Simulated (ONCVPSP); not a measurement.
**Pseudopotential generation for oxygen: ONCV, LDA (Perdew-Wang 92)**

Aim: build the potential from the settings below, then test how well it stands in for the atom: other configurations, scattering, ghost states and the plane-wave cutoff that it needs.

The numbers are computed with ONCVPSP 4.0.1.1 (patched build) (LDA (Perdew-Wang 92), scalar-relativistic, spin-unpolarised reference atom).

### 1 Starting point

The settings as typed:

```json
{
  "element": "oxygen (O, Z = 8)",
  "type": "optimised norm-conserving Vanderbilt (ONCV)",
  "frozen core": "[He]",
  "valence charge": "6",
  "reference configuration": "2s2 2p3.5 (charge +0.5)",
  "partial waves": "2s: rc 0.80 bohr, ncon 4, nbas 7, qcut 7.5 1/bohr, 3 projectors, debl 1.5 Ha; 2p: rc 1.75 bohr, ncon 4, nbas 9, qcut 7.4 1/bohr, 2 projectors, debl 1.7 Ha; d scattering state at 0.02 Ha: rc 1.40 bohr, ncon 4, nbas 8, qcut 7.3 1/bohr, 2 projectors, debl 2.9 Ha",
  "local potential": "polynomial inside 0.80 bohr (lpopt 5, dvloc0 -1 Ha)",
  "core correction": "not asked for"
}
```

An earlier all-electron run gives the scale for the radii.

All-electron outer shells of the reference configuration (LDA (PZ), scalar-relativistic, ld1.x):

```
shell  level (eV)  outermost node (bohr)  outermost maximum (bohr)
   1s     -519.61                      –                      0.13
   2s      -31.16                   0.28                      0.87
   2p      -16.43                      –                      0.80
```

### 2 The generation run

Contents of O.dat:

```
# ATOM AND REFERENCE CONFIGURATION
# atsym  z   nc   nv     iexc    psfile
  O 8.00    1    2  -001012      upf
#
#   n    l    f
    1    0    2.00
    2    0    2.00
    2    1    3.50
#
# PSEUDOPOTENTIAL AND OPTIMIZATION
# lmax
    2
#
#   l,   rc,      ep,       ncon, nbas, qcut
    0    0.80    0.00    4    7    7.50
    1    1.75    0.00    4    9    7.40
    2    1.40    0.02    4    8    7.30
#
# LOCAL POTENTIAL
# lloc, lpopt,  rc(5),   dvloc0
    4    5    0.80   -1.00
#
# VANDERBILT-KLEINMAN-BYLANDER PROJECTORs
# l, nproj, debl
    0    3    1.50
    1    2    1.70
    2    2    2.90
#
# MODEL CORE CHARGE
# icmod, fcfact, rcfact
    0    0.00    0.00
#
# LOG DERIVATIVE ANALYSIS
# epsh1, epsh2, depsh
   -3.00    5.00    0.02
#
# OUTPUT GRID
# rlmax, drl
    6.00    0.01
#
# TEST CONFIGURATIONS
# ncnf
    4
# nvcnf
#   n    l    f
    2
    2    0    2.00
    2    1    4.00
#
    2
    2    0    2.00
    2    1    3.00
#
    2
    2    0    2.00
    2    1    2.00
#
    2
    2    0    2.00
    2    1    1.00
#
```

Command:

```
$ oncvpsp.x < O.dat > O.out
```

**Question.** What will these runs give? Wanted: cutoffs for 1 and 0.1 mHa per electron, occupied waves; bound ghosts; GHOST(+) flags; largest test error; largest phase difference near zero energy, channels read.

As calculated:

| quantity | value |
| --- | --- |
| cutoffs for 1 and 0.1 mHa per electron, occupied waves | 112 Ha and 176 Ha |
| bound ghosts | s at -527.60 eV |
| GHOST(+) flags | none at low energy |
| largest test error (AE − PS) | +1614 meV, for 2s2 2p1 |
| largest phase difference near zero energy, channels read | 0.000 rad |

In words: It has a bound ghost (s), a state that the atom doesn't have, and that rules the file out. Close by lies the frozen 1s level (-519.6 eV). The worst unpolarised test, 2s2 2p1, is off by 1614 meV on 97.9 eV; by total energies transferability rates as poor. That test lies far up in energy; among those under 40 eV, nearer to bonding, the largest error is 24 meV. It counts as very hard, with 112 Ha needed at the looser tolerance. At the looser tolerance the 2s wave is the slowest; 2p needs 21 Ha. Near zero energy the phases of the channels with partial waves agree within 0.001 rad. These are tests on the free atom; a crystal test is still owed.
